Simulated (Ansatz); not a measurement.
# Fe: equation of state

The task here is to estimate one member of a computed series from the others.

Program: Ansatz 0.2.0. Level of theory: DFT LDA, scalar-relativistic. These are calculated values, not measurements.

### The system as given

The structure is orthorhombic, space group Fmmm (No. 69). The conventional cell has a = 2.997 Å, b = 3.883 Å, c = 3.930 Å, α = 90.00°, β = 90.00°, γ = 90.00°. Fe (site symmetry mmm) is surrounded by 12 Fe at 2.45 to 2.76 Å.

Coordinates:

```cif
data_structure
_symmetry_space_group_name_H-M 'P 1'
_symmetry_Int_Tables_number 1
_cell_length_a 2.7626
_cell_length_b 2.4712
_cell_length_c 2.4527
_cell_angle_alpha 68.257
_cell_angle_beta 56.190
_cell_angle_gamma 55.553
_cell_volume 11.44
loop_
_atom_site_label
_atom_site_type_symbol
_atom_site_fract_x
_atom_site_fract_y
_atom_site_fract_z
_atom_site_occupancy
Fe1 Fe 0.00000 0.00000 0.00000 1
```

Set-up of the first run:

Contents of input.yaml:

```yaml
crystal:
  lattice:
    - [0.0, 1.9154967481, 1.9385464314]
    - [1.4781880421, 0.0, 1.9385464314]
    - [1.4781880421, 1.9154967481, 0.0]
  atoms:
    - { symbol: Fe, position: [0.0, 0.0, 0.0], spin: 3.0 }
magnetization:
  spin_polarized: true
kpoints:
  mp_grid: { grid: [16, 16, 16] }
  band_path:
    path:
      - [0.0, 0.0, 0.0]
      - [0.5, 0.0, 0.5]
      - [0.5, 0.246480624, 0.746480624]
      - [0.5, 0.753519376, 0.253519376]
      - [0.5, 0.5, 0.0]
      - [0.9257107586, 0.5, 0.4257107586]
      - [0.0742892414, 0.5, 0.5742892414]
      - [0.0, 0.5, 0.5]
      - [0.076087883, 0.576087883, 0.5]
    npoints: 5
scf:
  occupations: { method: fermi_dirac, width: 0.05 }
hamiltonian:
  xc: lda
  pseudopotentials: { kind: all_electron, lapw: { basis_error: 0.0005 } }
output:
  forces: true
  stress: true
  eigenvalues: true
```

Launch:

```sh
$ ansatz run input.yaml --threads 1 --pin off --max-ram 3072MiB --backend cpu --events-out ev --progress --plain --runs-dir out
```

Steps of the session up to this table: Volume × 0.96, LAPW; Volume × 0.96, PAW; Volume × 0.96, crystal datasets; Volume × 0.99, LAPW; Volume × 0.99, PAW; Volume × 0.99, crystal datasets; Volume × 1.02, LAPW; Volume × 1.02, PAW; Volume × 1.02, crystal datasets; Volume × 1.06, LAPW; Volume × 1.06, PAW; Volume × 1.06, crystal datasets.

One of the session's tables, all rows but one given; the rest of the session is left out.

| method | volume (Å³/atom) | pressure (GPa) | moment Fe (μB) |
| --- | --- | --- | --- |
| LAPW | 10.978 | -11.50 | 2.10 |
| LAPW | 11.321 | -16.55 | 2.18 |
| LAPW | 11.664 | -20.86 | 2.24 |
| LAPW | 12.121 | -25.38 | 2.32 |
| PAW | 10.978 | -11.35 | 2.09 |
| PAW | 11.321 | -16.42 | 2.17 |
| PAW | 11.664 | -20.75 | 2.23 |
| PAW | 12.121 | -25.28 | 2.31 |
| crystal datasets | 10.978 | ? | ? |
| crystal datasets | 11.321 | -16.55 | 2.16 |
| crystal datasets | 11.664 | -20.86 | 2.23 |
| crystal datasets | 12.121 | -25.39 | 2.31 |

Estimate the missing values for crystal datasets, 10.978.

As computed: pressure (GPa): -11.50; moment Fe (μB): 2.09.

To keep in mind: Warnings in the runs' records: crystal datasets made, printed levels off.
